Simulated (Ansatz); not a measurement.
# Hf7BiO16: the cost of one run

Computed with Ansatz 0.2.0 (DFT, PBE, plane-wave PAW, default files, scalar-relativistic, as far as a step names no other, unless a step's input says otherwise).

## (1) The system as given

Symmetry: Fm-3m, No. 225, cubic system. Conventional cell: a = 10.230 Å, b = 10.230 Å, c = 10.230 Å, α = 90.00°, β = 90.00°, γ = 90.00°. Bi (site symmetry m-3m) has 8 O at 2.21 Å as nearest neighbours. Around Hf (site symmetry mmm) lie 8 O at 2.21 Å. Hf (site symmetry m-3m) has 8 O at 2.21 Å as nearest neighbours. Around O (site symmetry 3m) lie 1 Bi at 2.21 Å and 3 Hf at 2.21 Å. O (site symmetry 3m) is surrounded by 4 Hf at 2.21 Å.

As a file:

```cif
data_structure
_symmetry_space_group_name_H-M 'Fm-3m'
_symmetry_Int_Tables_number 225
_cell_length_a 10.2300
_cell_length_b 10.2300
_cell_length_c 10.2300
_cell_angle_alpha 90.000
_cell_angle_beta 90.000
_cell_angle_gamma 90.000
_cell_volume 1070.60
loop_
_atom_site_label
_atom_site_type_symbol
_atom_site_symmetry_multiplicity
_atom_site_Wyckoff_symbol
_atom_site_fract_x
_atom_site_fract_y
_atom_site_fract_z
_atom_site_occupancy
Bi1 Bi 4 a 0.00000 0.00000 0.00000 1
Hf1 Hf 24 d 0.25000 0.25000 0.00000 1
Hf2 Hf 4 b 0.50000 0.00000 0.00000 1
O1 O 32 f 0.12500 0.62500 0.62500 1
O2 O 32 f 0.62500 0.87500 0.87500 1
```

Atom 1 of the input is the impurity.

## (2) Gradients at the starting positions

Input file input.yaml:

```yaml
crystal:
  lattice:
    - [0.0, 5.115, 5.115]
    - [5.115, 0.0, 5.115]
    - [5.115, 5.115, 0.0]
  atoms:
    - { symbol: Bi, position: [0.0, 0.0, 0.0] }
    - { symbol: Hf, position: [0.0, 0.0, 0.5] }
    - { symbol: Hf, position: [0.0, 0.5, 0.0] }
    - { symbol: Hf, position: [0.0, 0.5, 0.5] }
    - { symbol: Hf, position: [0.5, 0.0, 0.0] }
    - { symbol: Hf, position: [0.5, 0.0, 0.5] }
    - { symbol: Hf, position: [0.5, 0.5, 0.0] }
    - { symbol: Hf, position: [0.5, 0.5, 0.5] }
    - { symbol: O, position: [0.125, 0.125, 0.125] }
    - { symbol: O, position: [0.125, 0.125, 0.625] }
    - { symbol: O, position: [0.125, 0.625, 0.125] }
    - { symbol: O, position: [0.125, 0.625, 0.625] }
    - { symbol: O, position: [0.625, 0.125, 0.125] }
    - { symbol: O, position: [0.625, 0.125, 0.625] }
    - { symbol: O, position: [0.625, 0.625, 0.125] }
    - { symbol: O, position: [0.625, 0.625, 0.625] }
    - { symbol: O, position: [0.375, 0.375, 0.375] }
    - { symbol: O, position: [0.375, 0.375, 0.875] }
    - { symbol: O, position: [0.375, 0.875, 0.375] }
    - { symbol: O, position: [0.375, 0.875, 0.875] }
    - { symbol: O, position: [0.875, 0.375, 0.375] }
    - { symbol: O, position: [0.875, 0.375, 0.875] }
    - { symbol: O, position: [0.875, 0.875, 0.375] }
    - { symbol: O, position: [0.875, 0.875, 0.875] }
total_charge: -1
kpoints:
  mp_grid: { grid: [3, 3, 3] }
scf:
  occupations: { method: fermi_dirac, width: 0.01 }
hamiltonian:
  xc: pbe
  pseudopotentials: { kind: paw }
output:
  forces: true
  stress: true
  populations: true
  efg:
    quadrupole_moments_barn: { Bi: -0.516, Hf: 3.365, O: -0.02558 }
    contact_densities: true
  write_density: true
  write_potential: true
  elf: true
  volumetric_format: npy
```

Started as:

```sh
$ ansatz run input.yaml --threads 1 --pin off --max-ram 3072MiB --backend cpu --events-out ev --progress --plain --runs-dir out
```

Q: Estimate wall time and peak memory on 1 thread of Arm Neoverse V1, shared host.

About 32 s, with a peak of 0.77 GiB.
